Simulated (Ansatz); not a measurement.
**CH5AlF2OSi: one species, many methods**

How much do the methods differ for CH5AlF2OSi? The plan is to run it at one geometry with functionals of several rungs and with coupled cluster, and see how far each lands from CCSD(T) at the basis-set limit for the atomisation energy.

Computed with Ansatz 0.2.0, Gaussian basis. Level: functionals in def2-TZVPP, the program's frozen cores in correlated methods.

The runs, in order: PBE-D4, r2SCAN-D4, PBE0-D4, B3LYP-D4, ωB97X-V, ωB97M-V, B2PLYP; CCSD(T)/def2-TZVPP; MP2/def2-QZVPP; extrapolation to the limit.

### Step 1. Structure used throughout

An earlier PBE0-D4 in a triple-zeta def2 set relaxation fixed the geometry.

SMILES `F[SiH](F)C[O][AlH2]`, 11 atoms, charge 0, spin multiplicity 1.

Atoms are counted from 1 here; the program's logs count them from 0.

Bond lengths: F1–Si2 1.591 Å, Si2–F3 1.587 Å, Si2–C4 1.866 Å, Si2–H7 1.478 Å, C4–O5 1.408 Å, C4–H8 1.100 Å, C4–H9 1.098 Å, O5–Al6 1.694 Å, Al6–H10 1.574 Å, Al6–H11 1.583 Å. Angles: F1–Si2–F3 107.1°, F1–Si2–C4 109.9°, F1–Si2–H7 108.8°, F3–Si2–C4 110.2°, F3–Si2–H7 107.9°, C4–Si2–H7 112.8°, Si2–C4–O5 107.7°, Si2–C4–H8 109.9°, Si2–C4–H9 110.1°, O5–C4–H8 112.6°, O5–C4–H9 110.0°, H8–C4–H9 106.5°, C4–O5–Al6 133.9°, O5–Al6–H10 116.0°, O5–Al6–H11 117.7°, H10–Al6–H11 126.3°.

Coordinates:

```xyz
11
CH5AlF2OSi
F     1.2733   -2.7306   -0.5964
Si    1.2500   -1.1411   -0.5407
F     1.9036   -0.6181   -1.8888
C    -0.5098   -0.5373   -0.3999
O    -0.4721    0.8609   -0.2371
Al   -0.9896    1.9148    0.9836
H     2.1007   -0.6911    0.5810
H    -1.0154   -1.0461    0.4345
H    -1.0709   -0.7954   -1.3071
H    -0.7167    3.4454    0.7356
H    -1.6879    1.2818    2.2560
```

### Step 2. PBE-D4 (GGA)

in.yaml

```yaml
crystal:
  periodic: [false, false, false]
  atoms:
    - {symbol: F, position_ang: [1.273332, -2.730613, -0.596409]}
    - {symbol: Si, position_ang: [1.250023, -1.141125, -0.540733]}
    - {symbol: F, position_ang: [1.903646, -0.618128, -1.888803]}
    - {symbol: C, position_ang: [-0.509783, -0.537329, -0.399887]}
    - {symbol: O, position_ang: [-0.472126, 0.860898, -0.237102]}
    - {symbol: Al, position_ang: [-0.989643, 1.914835, 0.983598]}
    - {symbol: H, position_ang: [2.100708, -0.691136, 0.580951]}
    - {symbol: H, position_ang: [-1.015434, -1.046091, 0.434517]}
    - {symbol: H, position_ang: [-1.070882, -0.795363, -1.307139]}
    - {symbol: H, position_ang: [-0.716658, 3.445384, 0.735624]}
    - {symbol: H, position_ang: [-1.687884, 1.281765, 2.255982]}
basis:
  gaussian: {orbitals: def2-TZVPP}
hamiltonian: {xc: pbe, dispersion: d4}
output: {forces: true, orbitals: {seedname: orbitals}}
```

On the command line:

```
ansatz run in.yaml --threads 4 --pin off --events-out ev --progress --plain --max-ram 10444MiB
```

What it wrote, shortened:

```text
Functional definition: PBE
  name "PBE"
  cite "Perdew, Burke & Ernzerhof, Phys. Rev. Lett. 77, 3865 (1996) doi:10.1103/PhysRevLett.77.3865"
  parent pbe
[...]
1495 factors; their error is unknown
[...]
mean field -23065.59962066 eV, -847.6451516342 hartree, gradient 3.5e-5 eV, S^2 0.000000; 0 other end points of the search recorded, 0 dependent functions left out
[...]
reference -23065.59967273 eV, -847.6451535479 hartree; 32, 32 occupied and 246, 246 virtual orbitals, 1495 factors
Total energy: -23065.83739340 eV, -847.6538896212 hartree
Atom 0 at     1.273332    -2.730613    -0.596409 Å, force     0.006786    -0.676919    -0.002811 eV/Å
Atom 1 at     1.250023    -1.141125    -0.540733 Å, force    -0.146290     0.241402     0.386056 eV/Å
Atom 2 at     1.903646    -0.618128    -1.888803 Å, force     0.279852     0.252920    -0.563591 eV/Å
Atom 3 at    -0.509783    -0.537329    -0.399887 Å, force    -0.008326    -0.223038    -0.004031 eV/Å
Atom 4 at    -0.472126     0.860898    -0.237102 Å, force     0.121590     0.269871    -0.258178 eV/Å
Atom 5 at    -0.989643     1.914835     0.983598 Å, force    -0.095632     0.209108     0.254139 eV/Å
Atom 6 at     2.100708    -0.691136     0.580951 Å, force     0.102336     0.071179     0.149151 eV/Å
Atom 7 at    -1.015434    -1.046091     0.434517 Å, force    -0.114754    -0.128471     0.170455 eV/Å
Atom 8 at    -1.070882    -0.795363    -1.307139 Å, force    -0.118319    -0.068658    -0.192435 eV/Å
Atom 9 at    -0.716658     3.445384     0.735624 Å, force     0.027878     0.108035    -0.035200 eV/Å
Atom 10 at    -1.687884     1.281765     2.255982 Å, force    -0.055120    -0.055432     0.096443 eV/Å
Dipole moment:    -0.307183     0.096211     0.266009 e Å
```

It took 3 s on 4 threads of Arm Neoverse V2, shared host; peak memory 0.4 GiB.

Atomisation energy: 4099.4 kJ/mol (free atoms -23023.350 eV, run apart). HOMO -6.68 eV, LUMO -2.04 eV.

### Step 3. r2SCAN-D4 (meta-GGA)

in.yaml, as its differences from that of step 2:

```diff
@@ -16,3 +16,3 @@
   gaussian: {orbitals: def2-TZVPP}
-hamiltonian: {xc: pbe, dispersion: d4}
+hamiltonian: {xc: r2scan, dispersion: d4}
 output: {forces: true, orbitals: {seedname: orbitals}}
```

The command is unchanged.

What it wrote, shortened:

```text
Functional definition: r2SCAN
  name "r2SCAN"
  cite "Furness, Kaplan, Ning, Perdew & Sun, J. Phys. Chem. Lett. 11, 8208 (2020) doi:10.1021/acs.jpclett.0c02405"
  cite "Furness, Kaplan, Ning, Perdew & Sun, J. Phys. Chem. Lett. 11, 9248 (2020) doi:10.1021/acs.jpclett.0c03077"
  parent r2scan
[...]
1495 factors; their error is unknown
[...]
mean field -23077.16675912 eV, -848.0702361321 hartree, gradient 2.1e-5 eV, S^2 0.000000; 0 other end points of the search recorded, 0 dependent functions left out
[...]
reference -23077.16677433 eV, -848.0702366910 hartree; 32, 32 occupied and 246, 246 virtual orbitals, 1495 factors
Total energy: -23077.22597938 eV, -848.0724124368 hartree
Atom 0 at     1.273332    -2.730613    -0.596409 Å, force    -0.008267    -0.046899    -0.004571 eV/Å
Atom 1 at     1.250023    -1.141125    -0.540733 Å, force     0.017287     0.018831     0.057310 eV/Å
Atom 2 at     1.903646    -0.618128    -1.888803 Å, force     0.010209     0.029527    -0.038562 eV/Å
Atom 3 at    -0.509783    -0.537329    -0.399887 Å, force     0.043186    -0.355161    -0.031637 eV/Å
Atom 4 at    -0.472126     0.860898    -0.237102 Å, force     0.015136     0.322505    -0.004206 eV/Å
Atom 5 at    -0.989643     1.914835     0.983598 Å, force    -0.018164     0.057295     0.060076 eV/Å
Atom 6 at     2.100708    -0.691136     0.580951 Å, force    -0.026354     0.002828    -0.017458 eV/Å
Atom 7 at    -1.015434    -1.046091     0.434517 Å, force    -0.027413    -0.003200     0.007038 eV/Å
Atom 8 at    -1.070882    -0.795363    -1.307139 Å, force    -0.013831    -0.000469    -0.004262 eV/Å
Atom 9 at    -0.716658     3.445384     0.735624 Å, force    -0.004341    -0.034843     0.001745 eV/Å
Atom 10 at    -1.687884     1.281765     2.255982 Å, force     0.012553     0.009585    -0.025473 eV/Å
Dipole moment:    -0.311216     0.096545     0.275220 e Å
```

Run time: 6 s. Hardware: 4 threads of Arm Neoverse V2, shared host; peak memory 0.43 GiB.

Atomisation energy: 4080.3 kJ/mol (free atoms -23034.937 eV, run apart). HOMO -6.96 eV, LUMO -1.68 eV.

### Step 4. PBE0-D4 (hybrid)

in.yaml, as its differences from that of step 3:

```diff
@@ -16,3 +16,3 @@
   gaussian: {orbitals: def2-TZVPP}
-hamiltonian: {xc: r2scan, dispersion: d4}
-output: {forces: true, orbitals: {seedname: orbitals}}
+hamiltonian: {xc: pbe0, dispersion: d4}
+output: {orbitals: {seedname: orbitals}}
```

Same command.

What it wrote:

```text
Functional definition: PBE0
  name "PBE0"
  cite "Adamo & Barone, J. Chem. Phys. 110, 6158 (1999) doi:10.1063/1.478522"
  cite "Perdew, Burke & Ernzerhof, Phys. Rev. Lett. 77, 3865 (1996) doi:10.1103/PhysRevLett.77.3865"
  parent pbe
  parameter a = 0.25
  parameter kappa = 0.804
  parameter beta = 0.06672455060314922
  exchange = (1 - a)*pbe_x(kappa = kappa, mu = beta*pi^2/3) + a*exact_x
  correlation = pbe_c(beta = beta)
1529 factors; their error is unknown
mean field evaluation 1: about -23059.5612 eV, gradient 6.7e1 eV
mean field evaluation 2: about -23041.6654 eV, gradient 1.2e2 eV
mean field evaluation 4: about -23067.0993 eV, gradient 6.7e0 eV
mean field evaluation 8: about -23067.2085 eV, gradient 3.4e-1 eV
mean field evaluation 16: about -23067.2086 eV, gradient 2.5e-5 eV
mean field -23067.20860992 eV, -847.7042808990 hartree, gradient 2.5e-5 eV, S^2 0.000000; 0 other end points of the search recorded, 0 dependent functions left out
reference -23067.20864805 eV, -847.7042823003 hartree; 32, 32 occupied and 246, 246 virtual orbitals, 1529 factors
Total energy: -23067.41081588 eV, -847.7117118311 hartree
```

Run time: 3.8 s. Hardware: 4 threads of Arm Neoverse V2, shared host; peak memory 0.8 GiB.

With the free atoms at this level, -23025.730 eV in sum, the atomisation energy is 4021.6 kJ/mol. HOMO -8.09 eV, LUMO -1.28 eV.

### Step 5. B3LYP-D4 (hybrid)

B3LYP here takes the VWN-RPA correlation.

in.yaml, as its differences from that of step 4:

```diff
@@ -16,3 +16,3 @@
   gaussian: {orbitals: def2-TZVPP}
-hamiltonian: {xc: pbe0, dispersion: d4}
-output: {orbitals: {seedname: orbitals}}
+hamiltonian: {xc: {name: B3LYP}, dispersion: d4}
+output: {forces: true, orbitals: {seedname: orbitals}}
```

The command is unchanged.

What it wrote, shortened:

```text
Functional definition: B3LYP
  name "B3LYP"
  cite "Stephens, Devlin, Chabalowski & Frisch, J. Phys. Chem. 98, 11623 (1994) doi:10.1021/j100096a001"
  cite "Becke, Phys. Rev. A 38, 3098 (1988) doi:10.1103/PhysRevA.38.3098"
  cite "Lee, Yang & Parr, Phys. Rev. B 37, 785 (1988) doi:10.1103/PhysRevB.37.785"
  cite "Vosko, Wilk & Nusair, Can. J. Phys. 58, 1200 (1980) doi:10.1139/p80-159"
[...]
1522 factors; their error is unknown
[...]
mean field -23083.86377693 eV, -848.3163469973 hartree, gradient 4.2e-5 eV, S^2 0.000000; 0 other end points of the search recorded, 0 dependent functions left out
[...]
reference -23083.86408943 eV, -848.3163584814 hartree; 32, 32 occupied and 246, 246 virtual orbitals, 1522 factors
Total energy: -23084.24780361 eV, -848.3304597175 hartree
Atom 0 at     1.273332    -2.730613    -0.596409 Å, force     0.001330    -0.215803    -0.003416 eV/Å
Atom 1 at     1.250023    -1.141125    -0.540733 Å, force     0.051550     0.123943     0.231632 eV/Å
Atom 2 at     1.903646    -0.618128    -1.888803 Å, force     0.086312     0.075555    -0.179051 eV/Å
Atom 3 at    -0.509783    -0.537329    -0.399887 Å, force    -0.086680    -0.372020    -0.069196 eV/Å
Atom 4 at    -0.472126     0.860898    -0.237102 Å, force    -0.008185     0.277147     0.021735 eV/Å
Atom 5 at    -0.989643     1.914835     0.983598 Å, force    -0.042839     0.136396     0.106011 eV/Å
Atom 6 at     2.100708    -0.691136     0.580951 Å, force    -0.054341    -0.024205    -0.062235 eV/Å
Atom 7 at    -1.015434    -1.046091     0.434517 Å, force     0.011277     0.035947    -0.048129 eV/Å
Atom 8 at    -1.070882    -0.795363    -1.307139 Å, force     0.018057     0.015581     0.056961 eV/Å
Atom 9 at    -0.716658     3.445384     0.735624 Å, force    -0.020094    -0.095429     0.023534 eV/Å
Atom 10 at    -1.687884     1.281765     2.255982 Å, force     0.043613     0.042887    -0.077845 eV/Å
Dipole moment:    -0.317945     0.105369     0.298323 e Å
```

Run time: 6 s. Hardware: 4 threads of Arm Neoverse V2, shared host; peak memory 0.88 GiB.

With the free atoms at this level, -23042.235 eV in sum, the atomisation energy is 4053.6 kJ/mol. HOMO -7.88 eV, LUMO -1.50 eV.

### Step 6. ωB97X-V (range-separated)

in.yaml, as its differences from that of step 5:

```diff
@@ -16,3 +16,3 @@
   gaussian: {orbitals: def2-TZVPP}
-hamiltonian: {xc: {name: B3LYP}, dispersion: d4}
-output: {forces: true, orbitals: {seedname: orbitals}}
+hamiltonian: {xc: {name: wB97X-V}}
+output: {orbitals: {seedname: orbitals}}
```

Same command.

What it wrote, shortened:

```text
Functional definition: wB97X-V
  name "wB97X-V"
  cite "Mardirossian & Head-Gordon, Phys. Chem. Chem. Phys. 16, 9904 (2014) doi:10.1039/C3CP54374A"
  cite "Becke, J. Chem. Phys. 107, 8554 (1997) doi:10.1063/1.475007"
  cite "Vydrov & Van Voorhis, J. Chem. Phys. 133, 244103 (2010) doi:10.1063/1.3521275"
[...]
      + integral(e_c_pw_opposite_spin*poly(b97_u_opposite, cos0, cos1)) + vv10(b, c)
1517 factors; their error is unknown
340 factors; integrals over basis functions are off by at most 1.4e-5 eV
[...]
mean field -23077.37204222 eV, -848.0777801471 hartree, gradient 1.6e-5 eV, S^2 0.000000; 0 other end points of the search recorded, 0 dependent functions left out
reference -23077.37203972 eV, -848.0777800550 hartree; 32, 32 occupied and 246, 246 virtual orbitals, 1517 factors
Total energy: -23077.37203972 eV, -848.0777800550 hartree
```

Run time: 10 s. Hardware: 4 threads of Arm Neoverse V2, shared host; peak memory 0.97 GiB.

Atomisation energy: 4089.3 kJ/mol (free atoms -23034.990 eV, run apart). HOMO -10.51 eV, LUMO 0.61 eV.

### Step 7. ωB97M-V (range-separated)

in.yaml, as its differences from that of step 6:

```diff
@@ -16,3 +16,3 @@
   gaussian: {orbitals: def2-TZVPP}
-hamiltonian: {xc: {name: wB97X-V}}
-output: {orbitals: {seedname: orbitals}}
+hamiltonian: {xc: {name: wB97M-V}}
+output: {forces: true, orbitals: {seedname: orbitals}}
```

Launched as before.

What it wrote, shortened:

```text
Functional definition: wB97M-V
  name "wB97M-V"
  cite "Mardirossian & Head-Gordon, J. Chem. Phys. 144, 214110 (2016) doi:10.1063/1.4952647"
  cite "Becke, J. Chem. Phys. 107, 8554 (1997) doi:10.1063/1.475007"
  cite "Vydrov & Van Voorhis, J. Chem. Phys. 133, 244103 (2010) doi:10.1063/1.3521275"
  # Of w^i u^j: cxij and so on, Table III.
[...]
  gx(w, u) = 1 - cx + cx01*u + cx10*w
  gss(w, u) = css00 + css04*u^4 + css10*w + css20*w^2 + css43*w^4*u^3
  gos(w, u) = cos00 + cos10*w + (cos20 + cos21*u)*w^2 + (cos60 + cos61*u)*w^6
[...]
      + integral(e_c_pw_mod_opposite_spin*gos(b97_w_opposite, b97_u_opposite)) + vv10(b, c)
1501 factors; their error is unknown
340 factors; integrals over basis functions are off by at most 1.4e-5 eV
[...]
Atom 1 at     1.250023    -1.141125    -0.540733 Å, force    -0.004792     0.176462     0.259902 eV/Å
Atom 2 at     1.903646    -0.618128    -1.888803 Å, force     0.047982     0.054525    -0.120453 eV/Å
Atom 3 at    -0.509783    -0.537329    -0.399887 Å, force    -0.020869    -0.394803    -0.068653 eV/Å
Atom 4 at    -0.472126     0.860898    -0.237102 Å, force     0.038816     0.228064     0.004004 eV/Å
Atom 5 at    -0.989643     1.914835     0.983598 Å, force    -0.055063     0.158787     0.136842 eV/Å
Atom 6 at     2.100708    -0.691136     0.580951 Å, force    -0.110718    -0.050569    -0.132630 eV/Å
Atom 7 at    -1.015434    -1.046091     0.434517 Å, force     0.033021     0.050062    -0.062403 eV/Å
Atom 8 at    -1.070882    -0.795363    -1.307139 Å, force     0.046790     0.021564     0.083138 eV/Å
Atom 9 at    -0.716658     3.445384     0.735624 Å, force    -0.034745    -0.170085     0.034866 eV/Å
Atom 10 at    -1.687884     1.281765     2.255982 Å, force     0.072687     0.060550    -0.134898 eV/Å
Dipole moment:    -0.317148     0.101230     0.293739 e Å
```

It took 15 s on 4 threads of Arm Neoverse V2, shared host; peak memory 1.1 GiB.

With the free atoms at this level, -23036.740 eV in sum, the atomisation energy is 4082.9 kJ/mol. HOMO -10.41 eV, LUMO 0.31 eV.

### Step 8. B2PLYP (double hybrid)

in.yaml, as its differences from that of step 7:

```diff
@@ -16,3 +16,2 @@
   gaussian: {orbitals: def2-TZVPP}
-hamiltonian: {xc: {name: wB97M-V}}
-output: {forces: true, orbitals: {seedname: orbitals}}
+hamiltonian: {xc: {name: B2PLYP}}
```

Launched as before.

What it wrote, shortened:

```text
Functional definition: B2PLYP
  name "B2PLYP"
  cite "Grimme, J. Chem. Phys. 124, 034108 (2006) doi:10.1063/1.2148954"
  cite "Becke, Phys. Rev. A 38, 3098 (1988) doi:10.1103/PhysRevA.38.3098"
  cite "Lee, Yang & Parr, Phys. Rev. B 37, 785 (1988) doi:10.1103/PhysRevB.37.785"
[...]
1683 factors; integrals over basis functions are off by at most 1.5e-3 eV
[...]
mean field -23061.37499210 eV, -847.4898993984 hartree, gradient 9.0e-6 eV, S^2 0.000000; 0 other end points of the search recorded, 0 dependent functions left out
14 core orbitals not correlated: weight in the atoms' cores, before any rotation towards them, 1.000 or more for the frozen orbitals, at most 0.000 for the correlated occupied ones
reference -23061.37518752 eV, -847.4899065797 hartree; 18, 18 occupied and 246, 246 virtual orbitals, 1683 factors
second order -35.82457892 eV of doubles, -0.00000000 eV of singles
Total energy: -23071.04782382 eV, -847.8453694077 hartree
```

Run time: 7 s. Hardware: 4 threads of Arm Neoverse V2, shared host; peak memory 0.78 GiB.

Atomisation energy: 4029.3 kJ/mol (free atoms -23029.287 eV, run apart).

### Step 9. Orbital energies across the functionals

Dipoles come from the runs that computed forces. Levels, from each run's orbital file:

```csv
functional,HOMO (eV),LUMO (eV),gap (eV),dipole (D)
PBE-D4,-6.68,-2.04,4.64,2.01
r2SCAN-D4,-6.96,-1.68,5.28,2.05
PBE0-D4,-8.09,-1.28,6.81,
B3LYP-D4,-7.88,-1.50,6.39,2.15
ωB97X-V,-10.51,0.61,11.12,
ωB97M-V,-10.41,0.31,10.72,2.13
```

### Step 10. CCSD(T) in def2-TZVPP

in.yaml, as its differences from that of step 8:

```diff
@@ -16,2 +16,2 @@
   gaussian: {orbitals: def2-TZVPP}
-hamiltonian: {xc: {name: B2PLYP}}
+correlation: {method: ccsd_t}
```

Same command.

What it wrote, shortened:

```text
Functional definition: HF
  name "HF"
  cite "Fock, Z. Phys. 61, 126 (1930) doi:10.1007/BF01340294"
  parent pbe
[...]
1683 factors; integrals over basis functions are off by at most 1.5e-3 eV
[...]
mean field -23012.81707560 eV, -845.7054288806 hartree, gradient 4.4e-6 eV, S^2 0.000000; 0 other end points of the search recorded, 0 dependent functions left out
14 core orbitals not correlated: weight in the atoms' cores, before any rotation towards them, 1.000 or more for the frozen orbitals, at most 0.000 for the correlated occupied ones
reference -23012.81707560 eV, -845.7054288806 hartree; 18, 18 occupied and 246, 246 virtual orbitals, 1683 factors
second order -29.91535556 eV of doubles, -0.00000000 eV of singles
cycle   1  -30.00094006 eV  change   -8.6e-2 eV  update   1.2e-1
[...]
cycle  10  -30.84565271 eV  change   -2.2e-5 eV  update   1.3e-5
perturbative correction -0.98844377 eV, -0.0363246384 hartree
Total energy: -23044.65117207 eV, -846.8753103481 hartree
```

Run time: 5.3 min. Hardware: 4 threads of Arm Neoverse V2, shared host; peak memory 7.9 GiB.

### Step 11. MP2 in def2-QZVPP

in.yaml, as its differences from that of step 10:

```diff
@@ -15,3 +15,3 @@
 basis:
-  gaussian: {orbitals: def2-TZVPP}
-correlation: {method: ccsd_t}
+  gaussian: {orbitals: "def2-QZVPP.json"}
+correlation: {method: mp2}
```

Same command.

What it wrote:

```text
Functional definition: HF
  name "HF"
  cite "Fock, Z. Phys. 61, 126 (1930) doi:10.1007/BF01340294"
  parent pbe
  exchange = exact_x
  correlation = 0
3114 factors; integrals over basis functions are off by at most 8.0e-4 eV
mean field evaluation 1: about -23008.5411 eV, gradient 5.1e1 eV
mean field evaluation 2: about -23008.6924 eV, gradient 5.1e1 eV
mean field evaluation 4: about -23013.6273 eV, gradient 4.1e0 eV
mean field evaluation 8: about -23013.6935 eV, gradient 3.0e-1 eV
mean field -23013.69421836 eV, -845.7376632827 hartree, gradient 7.6e-7 eV, S^2 0.000000; 0 other end points of the search recorded, 0 dependent functions left out
14 core orbitals not correlated: weight in the atoms' cores, before any rotation towards them, 1.000 or more for the frozen orbitals, at most 0.000 for the correlated occupied ones
reference -23013.69421836 eV, -845.7376632827 hartree; 18, 18 occupied and 486, 486 virtual orbitals, 3114 factors
second order -32.49402004 eV of doubles, -0.00000000 eV of singles
Total energy: -23046.18823841 eV, -846.9317964940 hartree
```

Run time: 27 s. Hardware: 4 threads of Arm Neoverse V2, shared host; peak memory 3.4 GiB.

Energy pieces by basis (eV):

```csv
basis,HF,MP2 correlation,CCSD correlation,(T),total
def2-TZVPP,-23012.8171,-29.9154,-30.8457,-0.9884,-23044.6512
def2-QZVPP,-23013.6942,-32.4940,,,-23046.1882 (MP2)
```

The report of the def2-TZVPP run gives T1 = 0.0127.

### Step 12. The basis-set limit

No new run: Hartree-Fock is extrapolated as exp(−7.88√X) and correlation as X^−2.97, with X = 3 and 4; only MP2 was run in the larger set, so CCSD(T) minus MP2 is added from the smaller one.

```csv
level,energy at the limit (eV)
HF,-23013.8150
MP2,-23048.2192
CCSD,-23049.1495
CCSD(T),-23050.1379
```

### Step 13. The ladder

Free atoms (2 F, 1 Si, 1 C, 1 O, 1 Al, 5 H) were run apart at each level; the atomisation energy is their sum less the molecule, without zero-point or spin-orbit terms.

```csv
method,rung,atomisation energy (kJ/mol),from CCSD(T)/CBS (kJ/mol),time
PBE-D4,GGA,4099.4,+6.1,3 s
r2SCAN-D4,meta-GGA,4080.3,-13.0,6 s
PBE0-D4,hybrid,4021.6,-71.7,3.8 s
B3LYP-D4,hybrid,4053.6,-39.7,6 s
ωB97X-V,range-separated,4089.3,-4.0,10 s
ωB97M-V,range-separated,4082.9,-10.4,15 s
B2PLYP,double hybrid,4029.3,-64.0,7 s
HF/def2-TZVPP,wavefunction,3017.9,-1075.4,
MP2/def2-TZVPP,wavefunction,4079.6,-13.7,
CCSD/def2-TZVPP,wavefunction,3921.0,-172.3,
CCSD(T)/def2-TZVPP,wavefunction,3976.0,-117.3,5.3 min
MP2/CBS,wavefunction,4196.9,+103.6,
CCSD(T)/CBS,wavefunction,4093.3,0,5.7 min
```

Among the levels timed on like hardware and quicker than the yardstick, those that no quicker one beats, quickest first: PBE-D4 (3 s, +6.1 kJ/mol); ωB97X-V (10 s, -4.0 kJ/mol).

B2PLYP carry no dispersion term (for B3LYP, D4 adds 37.0 kJ/mol).

Times are those of the molecule's run; HF, MP2 and CCSD come out of the CCSD(T) runs, and the limit's time is the sum of the runs that it needs.

### Step 14. Outcome

| quantity | value |
| --- | --- |
| atomisation energy, CCSD(T)/CBS | 4093.3 kJ/mol |
| functionals within 20.5 kJ/mol (0.5 %) | PBE-D4, r2SCAN-D4, ωB97X-V, ωB97M-V |
| farthest | PBE0-D4 (-71.7 kJ/mol) |
| mean size of error, hybrid | 55.7 kJ/mol |
| mean size of error, range-separated | 7.2 kJ/mol |
| gap, smallest and largest | 4.64 eV (PBE-D4), 11.12 eV (ωB97X-V) |
| T1 diagnostic | 0.0127 |
| triples share of the correlation energy | 3.1 % |

In words: PBE-D4 misses by +6.1 kJ/mol. Double hybrids carry the basis error of their MP2 part in triple zeta, and no dispersion term here, so their miss is partly the set-up's. Misses under about 20.5 kJ/mol are within the doubt on the reference itself, which lacks core-valence correlation, relativity and higher excitations. Hartree-Fock recovers 74 % of the binding; the rest is correlation. The gap grows from 4.6 to 11.1 eV across the functionals, mostly with the share of exact exchange.

For cost: ωB97X-V gets within 4.0 kJ/mol in 10 s, where CCSD(T)/CBS took 5.7 min; the quickest level in the cost chart, PBE-D4, takes 3 s and misses by 6.1 kJ/mol.
